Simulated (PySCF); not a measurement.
**A diatomic session: PbF+**

Aim: find the lowest electronic state of PbF+, scan its bond at several levels of theory, and get bond length, wavenumber and dissociation energy from each curve.

Computed with PySCF 2.14.0. Level: Pb def2-SVPD with ECP60, F def2-SVPD, scalar-relativistic core potentials.

### Step 1. The job

Settings of the job:

```
atoms                         : Pb, F
charge                        : 1
basis                         : Pb def2-SVPD with ECP60, F def2-SVPD
Hamiltonian                   : scalar-relativistic core potentials
basis functions               : 55
electrons treated             : 30
masses in u                   : 207.9766, 18.9984
levels                        : PBE0, PBE, r²SCAN, M06-2X, revPBE, BP86, HSE06, HF, MP2, SCS-MP2, CCSD, CCSD(T)
grid                          : 80 radial by 434 angular points
occupations                   : held fixed by the projection of orbital angular momentum
dissociation limit            : Pb+ + F, each in its ground configuration
starting distance in angstrom : 2.110
values of 2S to try           : 0, 2
```

The run is started by

```console
$ OMP_NUM_THREADS=1 python dia.py task.json out
```

Further steps of the session: First curve: PBE0; Excited determinants; PBE (GGA); r²SCAN (meta-GGA); M06-2X (hybrid meta-GGA); revPBE (GGA); BP86 (GGA); HSE06; RHF (mean field); Correlated methods on the Hartree–Fock reference.

What does the calculation give? Wanted: for each run, Re; ωe; De; μ.

**Answer**, as computed:

Lowest PBE0 solution found, without spin–orbit coupling: ¹Σ⁺ (singlet), closed shell. The other levels ran on it alone.

| level | Re (Å) | ωe (cm⁻¹) | De (eV) | μ (D) |
| --- | --- | --- | --- | --- |
| RHF | 1.991 | 638 | 2.59 | -4.37 |
| RHF-MP2 | 2.015 | 612 | 4.86 | n/a |
| RHF-SCS-MP2 | 2.016 | 610 | 4.66 | n/a |
| RHF-CCSD | 2.011 | 617 | 4.38 | n/a |
| RHF-CCSD(T) | 2.018 | 607 | 4.53 | n/a |
| PBE | 2.037 | 582 | 5.05 | -3.65 |
| revPBE | 2.046 | 572 | 4.80 | -3.71 |
| BP86 | 2.035 | 584 | 5.02 | -3.61 |
| r²SCAN | 2.014 | 608 | 4.75 | -3.70 |
| PBE0 | 2.011 | 612 | 4.55 | -3.90 |
| HSE06 | 2.012 | 611 | 4.57 | -3.89 |
| M06-2X | 2.009 | 619 | 4.32 | -4.21 |

De is counted to Pb+ + F in their ground configurations. A positive dipole points from Pb to F; in an ion it is taken about the centre of mass and does not tell which atom is negative.

What this shows: The methods spread over 0.054 Å in bond length, from RHF to revPBE. Among the levels with a De in the table, it runs from 2.59 eV (RHF) to 5.05 eV (PBE).

Correlated steps freeze 5 core orbitals. These are scalar-relativistic numbers at best; spin–orbit coupling would shift them, the dissociation energy most. T1 is 0.019 near the minimum (highest on the curve 0.026), which may point to more than one leading configuration.
